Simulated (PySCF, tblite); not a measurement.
# C5H6F3N: a rotation path, then NMR shifts on frames, part 2 of 2

tblite 0.8.0 and PySCF 2.14.0. Atoms count from 0. The steps go on from the part before.

**5. Nuclear shieldings: image 4, PBE0/pcSseg-1**

Job settings and geometry (Å):

```
{"job": {"kind": "nmr", "xc": "PBE0", "basis": "pcSseg-1", "pop": false}, "charge": 0, "multiplicity": 1}
N     -0.860200     1.296300    -1.120200
C     -0.520000    -0.047400    -0.768300
C     -1.405800    -0.856900     0.252500
C     -0.174200    -0.915300     1.108300
C      0.575100    -0.201100     0.267900
C      1.980800     0.286200     0.307100
F      2.278100     0.863300     1.490300
F      2.250000     1.189600    -0.640900
F      2.879000    -0.709300     0.148800
H     -1.028900     1.866400    -0.299700
H     -1.671700     1.328300    -1.724100
H     -0.317300    -0.607100    -1.685600
H     -1.783000    -1.815500    -0.097100
H     -2.221700    -0.282300     0.684200
H      0.015400    -1.387300     2.054800
```

With the program's defaults for keys left out, this is: GIAO PBE0/pcSseg-1 NMR shielding, non-relativistic, gas phase.

Standard output:

```text
coarse grid: 13472 points
cycle   1  E = -547.5290259713  dE =  1.555e+00  |g| = 9.303e-01  |ddm| = 3.631e+00
cycle   2  E = -547.3879088659  dE =  1.411e-01  |g| = 1.362e+00  |ddm| = 1.272e+00
cycle   3  E = -547.6796203940  dE = -2.917e-01  |g| = 1.057e-01  |ddm| = 7.679e-01
cycle   4  E = -547.6811044095  dE = -1.484e-03  |g| = 6.891e-02  |ddm| = 1.475e-01
cycle   5  E = -547.6821902471  dE = -1.086e-03  |g| = 1.563e-02  |ddm| = 6.680e-02
cycle   6  E = -547.6822439306  dE = -5.368e-05  |g| = 3.772e-03  |ddm| = 1.682e-02
cycle   7  E = -547.6822471801  dE = -3.249e-06  |g| = 4.230e-04  |ddm| = 4.208e-03
final grid: 134080 points
cycle   8  E = -547.7517236809  dE = -4.771e-05  |g| = 8.363e-03  |ddm| = 3.898e-02
cycle   9  E = -547.7517162971  dE =  7.384e-06  |g| = 1.068e-02  |ddm| = 1.627e-02
cycle  10  E = -547.7517395307  dE = -2.323e-05  |g| = 8.638e-04  |ddm| = 8.605e-03
cycle  11  E = -547.7517396358  dE = -1.050e-07  |g| = 3.787e-04  |ddm| = 8.262e-04
cycle  12  E = -547.7517396628  dE = -2.703e-08  |g| = 1.392e-04  |ddm| = 4.099e-04
cycle  13  E = -547.7517396672  dE = -4.386e-09  |g| = 3.041e-05  |ddm| = 1.460e-04
cycle  14  E = -547.7517396674  dE = -1.814e-10  |g| = 8.567e-06  |ddm| = 2.865e-05
converged SCF energy = -547.7517396674

GIAO shielding tensors (ppm)
atom      isotropic    diamagn.    paramagn.     s11        s22        s33       span
  0 N      217.462     314.047     -96.585    183.461    224.402    244.524     61.063
  1 C      127.653     243.022    -115.370    103.796    131.979    147.183     43.388
  2 C      141.411     253.186    -111.775    117.787    149.499    156.947     39.160
  3 C       37.054     250.499    -213.446    -75.890     26.749    160.301    236.191
  4 C       36.379     261.454    -225.075    -66.015     47.885    127.266    193.282
  5 C       58.003     238.189    -180.186     49.762     56.999     67.247     17.485
  6 F      239.343     472.730    -233.388    161.311    216.875    339.842    178.531
  7 F      260.162     473.046    -212.884    183.096    256.861    340.529    157.433
  8 F      238.127     471.540    -233.413    157.264    219.019    338.097    180.833
  9 H       31.014      31.912      -0.898     25.458     29.412     38.172     12.714
 10 H       30.569      30.089       0.481     24.060     27.244     40.404     16.344
 11 H       27.458      29.644      -2.186     24.714     26.414     31.247      6.534
 12 H       28.904      29.810      -0.905     25.908     26.894     33.912      8.004
 13 H       29.906      30.690      -0.783     27.149     28.493     34.078      6.929
 14 H       24.926      32.211      -7.285     22.990     24.410     27.380      4.390
```

Wall time 17 s (1 thread of Intel Xeon 6975P-C, shared host); peak memory 0.84 GiB.

Key values: δ C4 150.5, C3 149.9, C5 128.9, C1 59.3, H14 6.79, H11 4.26 ppm.

**6. Shielding tensors: image 6, PBE0/pcSseg-1**

Job settings and geometry (Å):

```
{"job": {"kind": "nmr", "xc": "PBE0", "basis": "pcSseg-1", "pop": false}, "charge": 0, "multiplicity": 1}
N     -0.829200     1.219700    -1.224700
C     -0.506100    -0.097500    -0.771400
C     -1.416800    -0.827500     0.287000
C     -0.201500    -0.834100     1.167800
C      0.568000    -0.184200     0.294600
C      1.976100     0.293600     0.324400
F      2.454100     0.353500     1.582600
F      2.124100     1.518700    -0.200200
F      2.814700    -0.512300    -0.357000
H     -1.004000     1.849300    -0.450400
H     -1.632000     1.214500    -1.841100
H     -0.290500    -0.722800    -1.642500
H     -1.795500    -1.805400    -0.001900
H     -2.235400    -0.218300     0.662400
H     -0.030400    -1.239000     2.148300
```

Level: GIAO PBE0/pcSseg-1 NMR shielding, non-relativistic, gas phase.

Standard output:

```text
coarse grid: 13472 points
cycle   1  E = -547.5321543518  dE =  1.554e+00  |g| = 9.273e-01  |ddm| = 3.634e+00
cycle   2  E = -547.3930239464  dE =  1.391e-01  |g| = 1.355e+00  |ddm| = 1.261e+00
cycle   3  E = -547.6818098130  dE = -2.888e-01  |g| = 1.045e-01  |ddm| = 7.609e-01
cycle   4  E = -547.6832566085  dE = -1.447e-03  |g| = 6.806e-02  |ddm| = 1.458e-01
cycle   5  E = -547.6843129172  dE = -1.056e-03  |g| = 1.555e-02  |ddm| = 6.628e-02
cycle   6  E = -547.6843655574  dE = -5.264e-05  |g| = 3.857e-03  |ddm| = 1.668e-02
cycle   7  E = -547.6843688703  dE = -3.313e-06  |g| = 5.219e-04  |ddm| = 4.176e-03
final grid: 134080 points
cycle   8  E = -547.7537635495  dE = -4.691e-05  |g| = 8.533e-03  |ddm| = 3.995e-02
cycle   9  E = -547.7537556761  dE =  7.873e-06  |g| = 1.097e-02  |ddm| = 1.649e-02
cycle  10  E = -547.7537799153  dE = -2.424e-05  |g| = 8.734e-04  |ddm| = 8.686e-03
cycle  11  E = -547.7537800262  dE = -1.109e-07  |g| = 3.722e-04  |ddm| = 8.242e-04
cycle  12  E = -547.7537800524  dE = -2.618e-08  |g| = 1.376e-04  |ddm| = 4.105e-04
cycle  13  E = -547.7537800567  dE = -4.270e-09  |g| = 3.129e-05  |ddm| = 1.452e-04
cycle  14  E = -547.7537800569  dE = -1.955e-10  |g| = 8.321e-06  |ddm| = 2.978e-05
converged SCF energy = -547.7537800569

GIAO shielding tensors (ppm)
atom      isotropic    diamagn.    paramagn.     s11        s22        s33       span
  0 N      217.286     314.007     -96.721    184.149    224.511    243.197     59.048
  1 C      128.527     243.134    -114.608    104.628    132.008    148.943     44.315
  2 C      141.791     253.222    -111.431    117.938    149.803    157.633     39.695
  3 C       37.909     250.482    -212.573    -73.609     26.897    160.439    234.048
  4 C       37.477     261.471    -223.993    -63.593     47.761    128.265    191.858
  5 C       57.948     238.332    -180.384     50.620     57.449     65.776     15.156
  6 F      254.941     472.105    -217.165    170.905    241.991    351.926    181.021
  7 F      253.748     473.276    -219.528    171.599    251.401    338.243    166.644
  8 F      244.946     471.927    -226.981    157.783    238.094    338.962    181.178
  9 H       31.001      31.910      -0.909     25.493     29.434     38.075     12.582
 10 H       30.580      30.067       0.513     24.032     27.284     40.423     16.391
 11 H       27.464      29.610      -2.146     24.723     26.362     31.307      6.584
 12 H       28.921      29.825      -0.904     25.914     26.878     33.970      8.056
 13 H       29.913      30.706      -0.793     27.139     28.476     34.124      6.985
 14 H       24.933      32.359      -7.426     23.131     24.304     27.365      4.233
```

It took 17 s on 1 thread of Intel Xeon 6975P-C, shared host; peak memory 0.84 GiB.

This run: δ C4 149.4, C3 149.0, C5 129.0, C1 58.4, H14 6.78, H11 4.25 ppm.

**7. Nuclear shieldings: image 8, PBE0/pcSseg-1**

Job settings and geometry (Å):

```
{"job": {"kind": "nmr", "xc": "PBE0", "basis": "pcSseg-1", "pop": false}, "charge": 0, "multiplicity": 1}
N     -0.790800     1.142200    -1.311900
C     -0.489500    -0.145600    -0.766600
C     -1.428000    -0.798700     0.317900
C     -0.233300    -0.748600     1.225800
C      0.560200    -0.169400     0.325600
C      1.970100     0.299000     0.335900
F      2.633000    -0.115000     1.431400
F      2.072000     1.640900     0.319900
F      2.666100    -0.145500    -0.723700
H     -0.986600     1.819500    -0.584000
H     -1.574800     1.101500    -1.950800
H     -0.262300    -0.827100    -1.590500
H     -1.799000    -1.794800     0.086100
H     -2.256000    -0.164200     0.628100
H     -0.085500    -1.086400     2.234900
```

Level: GIAO PBE0/pcSseg-1 NMR shielding, non-relativistic, gas phase.

Standard output:

```text
coarse grid: 13472 points
cycle   1  E = -547.5332899067  dE =  1.555e+00  |g| = 9.240e-01  |ddm| = 3.632e+00
cycle   2  E = -547.3966516266  dE =  1.366e-01  |g| = 1.347e+00  |ddm| = 1.256e+00
cycle   3  E = -547.6818065938  dE = -2.852e-01  |g| = 1.038e-01  |ddm| = 7.603e-01
cycle   4  E = -547.6832356291  dE = -1.429e-03  |g| = 6.745e-02  |ddm| = 1.451e-01
cycle   5  E = -547.6842715410  dE = -1.036e-03  |g| = 1.550e-02  |ddm| = 6.595e-02
cycle   6  E = -547.6843237560  dE = -5.222e-05  |g| = 3.867e-03  |ddm| = 1.662e-02
cycle   7  E = -547.6843270648  dE = -3.309e-06  |g| = 5.444e-04  |ddm| = 4.172e-03
final grid: 134080 points
cycle   8  E = -547.7549574084  dE = -5.026e-05  |g| = 8.811e-03  |ddm| = 4.130e-02
cycle   9  E = -547.7549485346  dE =  8.874e-06  |g| = 1.147e-02  |ddm| = 1.703e-02
cycle  10  E = -547.7549745372  dE = -2.600e-05  |g| = 8.734e-04  |ddm| = 8.989e-03
cycle  11  E = -547.7549746496  dE = -1.125e-07  |g| = 4.031e-04  |ddm| = 8.720e-04
cycle  12  E = -547.7549746818  dE = -3.220e-08  |g| = 1.334e-04  |ddm| = 4.384e-04
cycle  13  E = -547.7549746858  dE = -3.939e-09  |g| = 3.165e-05  |ddm| = 1.418e-04
cycle  14  E = -547.7549746860  dE = -2.012e-10  |g| = 7.770e-06  |ddm| = 2.977e-05
converged SCF energy = -547.7549746860

GIAO shielding tensors (ppm)
atom      isotropic    diamagn.    paramagn.     s11        s22        s33       span
  0 N      217.735     314.142     -96.407    184.380    225.571    243.253     58.873
  1 C      128.695     243.213    -114.518    104.832    131.700    149.553     44.721
  2 C      142.332     253.211    -110.878    118.398    150.450    158.148     39.750
  3 C       38.819     250.295    -211.476    -72.075     27.642    160.891    232.966
  4 C       37.617     261.412    -223.795    -62.611     48.188    127.274    189.885
  5 C       58.051     238.456    -180.405     50.568     58.008     65.577     15.008
  6 F      260.373     471.587    -211.214    174.187    251.904    355.029    180.842
  7 F      244.046     473.152    -229.107    158.924    236.162    337.052    178.129
  8 F      254.310     472.670    -218.360    169.519    252.075    341.337    171.818
  9 H       30.994      31.898      -0.903     25.405     29.450     38.127     12.722
 10 H       30.591      30.090       0.500     24.049     27.263     40.460     16.411
 11 H       27.470      29.699      -2.229     24.841     26.284     31.286      6.446
 12 H       28.935      29.849      -0.915     25.918     26.875     34.010      8.092
 13 H       29.899      30.654      -0.754     27.100     28.470     34.128      7.027
 14 H       24.959      32.373      -7.414     23.093     24.376     27.408      4.316
```

Wall time 17 s (1 thread of Intel Xeon 6975P-C, shared host); peak memory 0.84 GiB.

In short: δ C4 149.3, C3 148.1, C5 128.9, C1 58.2, H14 6.76, H11 4.25 ppm.

**8. Side by side: NMR shifts**

Shifts (ppm) of some atoms, chosen among heavy atoms and hydrogens apart, with basis size and wall time:

```tsv
frame	C4	C3	H14	H11	F6	F7	F8	functions	time
image 0	149.3	148.2	6.76	4.26	-73.2	-83.5	-89.3	183	22 s
image 2	150.6	149.2	6.78	4.28	-62.4	-90.1	-76.3	183	17 s
image 4	150.5	149.9	6.79	4.26	-68.4	-89.2	-67.2	183	17 s
image 6	149.4	149.0	6.78	4.25	-84.0	-82.8	-74.0	183	17 s
image 8	149.3	148.1	6.76	4.25	-89.4	-73.1	-83.4	183	17 s
```

**9. Results**

This closing draws on all 2 parts.

| quantity | value |
| --- | --- |
| barrier | 0.029 eV (0.7 kcal/mol) at image 4 |
| end to end (GFN2-xTB) | 0.000 eV |
| ¹³C shifts against TMS (PBE0/pcSseg-1, image 0) | 149.3, 148.2, 128.9, 58.3, 44.6 ppm |
| ¹H shifts against TMS (PBE0/pcSseg-1, image 0) | 6.76, 4.26, 2.79, 1.82, 1.12, 0.74 ppm |
| ¹⁵N shifts against NH3 (PBE0/pcSseg-1, image 0) | 50.0 ppm |
| ¹⁹F shifts against CFCl3 (PBE0/pcSseg-1, image 0) | -73.2, -83.5, -89.3 ppm |
| surface potential, 1st and 99th percentile | -1.56 V and 1.52 V |
| range of the shift of F6 | -89.4 to -62.4 ppm |

What this shows: Along the band the dihedral turns by 120°, and the top (dihedral -109°) lies 0.7 kcal/mol above the start (GFN2-xTB, rough), so at room temperature this motion is fast. The top was not checked by a frequency run. Shifts at one fixed geometry are not the observed spectrum, which averages over the motion. In the first frame run (image 0): Shielding is most anisotropic at C3 (span 233 ppm, paramagnetic term -212 ppm). At PBE0/pcSseg-1, counted by nearest atom on the grid, the HOMO lies on N0 59 %; C2 11 %, the LUMO on C3, C4 about 32 % each; H14 10 %. Across the 5 runs the shift of F6 moves most, between -89.4 (image 8) and -62.4 ppm (image 2).
